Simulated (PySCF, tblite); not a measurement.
**C₄H₅F₄O radical: geometry, infrared bands and EPR parameters**

Wanted: the infrared bands and EPR parameters of C₄H₅F₄O radical (`COC[C](F)C(F)(F)F`), by calculation.

Computed with tblite 0.8.0 and PySCF 2.14.0, with density-fitted response routines of our own, on a single molecule in the gas phase. Atoms count from 0, in the outputs and in this text.

**1. The starting structure**

14 atoms, charge 0, multiplicity 2; geometry from: force field or distance geometry start.

Bonds of the start (Å): C0–O1 1.39, O1–C2 1.36, C2–C3 1.51, C3–F4 1.36, C3–C5 1.51, C5–F6 1.38, C5–F7 1.37, C5–F8 1.37, C0–H9 1.11, C0–H10 1.11, C0–H11 1.11, C2–H12 1.12, C2–H13 1.13.

**2. Geometry optimisation with GFN2-xTB**

The job: settings as JSON, then the geometry in Å.

```
{"job": {"kind": "relax", "xc": "GFN2-xTB", "basis": "xTB"}, "charge": 0, "multiplicity": 2}
C      1.806500    -0.643700     0.545900
O      1.116900     0.556700     0.688000
C      0.372900     0.940400    -0.387600
C     -0.739900    -0.023000    -0.733100
F     -1.360500     0.269700    -1.910700
C     -1.729400    -0.208100     0.397100
F     -1.170500    -0.645100     1.575900
F     -2.643100    -1.147300     0.009400
F     -2.411200     0.939600     0.702500
H      2.382700    -0.926400     1.446200
H      2.451800    -0.656800    -0.351800
H      1.060600    -1.452200     0.382700
H     -0.129600     1.932200    -0.225800
H      0.992100     1.063700    -1.320800
```

The run is started by

```bash
OMP_NUM_THREADS=1 python probes_run.py task.json out
```

One launch serves the whole session: the jobs run in the order shown.

**Question.** This job is followed by: GFN2-xTB harmonic vibrations, gas phase; UKS B3LYP, pcH-1 on C F H O, non-relativistic, mean-field spin-orbit, GIAO. What will the session give for the following? strongest single infrared mode (GFN2-xTB); zero-point energy (GFN2-xTB); g(iso) (B3LYP); ⟨S²⟩; largest a(iso) (averaged by class); surface potential, 1st and 99th percentile.

**Answer**, as computed:

| quantity | value |
| --- | --- |
| strongest single infrared mode (GFN2-xTB) | 969 cm⁻¹, 245 km/mol |
| zero-point energy (GFN2-xTB) | 55.0 kcal/mol |
| g(iso) (B3LYP) | 2.00364 |
| ⟨S²⟩ | 0.753 (exact 0.75) |
| largest a(iso) (averaged by class) | 13C on C3, 163.0 MHz |
| surface potential, 1st and 99th percentile | -1.17 V and 1.17 V |

**Reading.** The optimisation took 80 steps and gained 0.321 eV; among the close pairs (by a distance rule), C5–F7 changed most, from 1.366 to 1.334 Å. All 36 modes are real, so the xTB geometry is a minimum. The strongest single mode, at 969 cm⁻¹, moves mainly C5. Unscaled tight-binding wavenumbers are off by several per cent, some by more. Its intensities can rank the bands wrongly. C3 carries the largest spin population, 0.88 e. The isotropic g lies 1.3 ppt above the free-electron value.
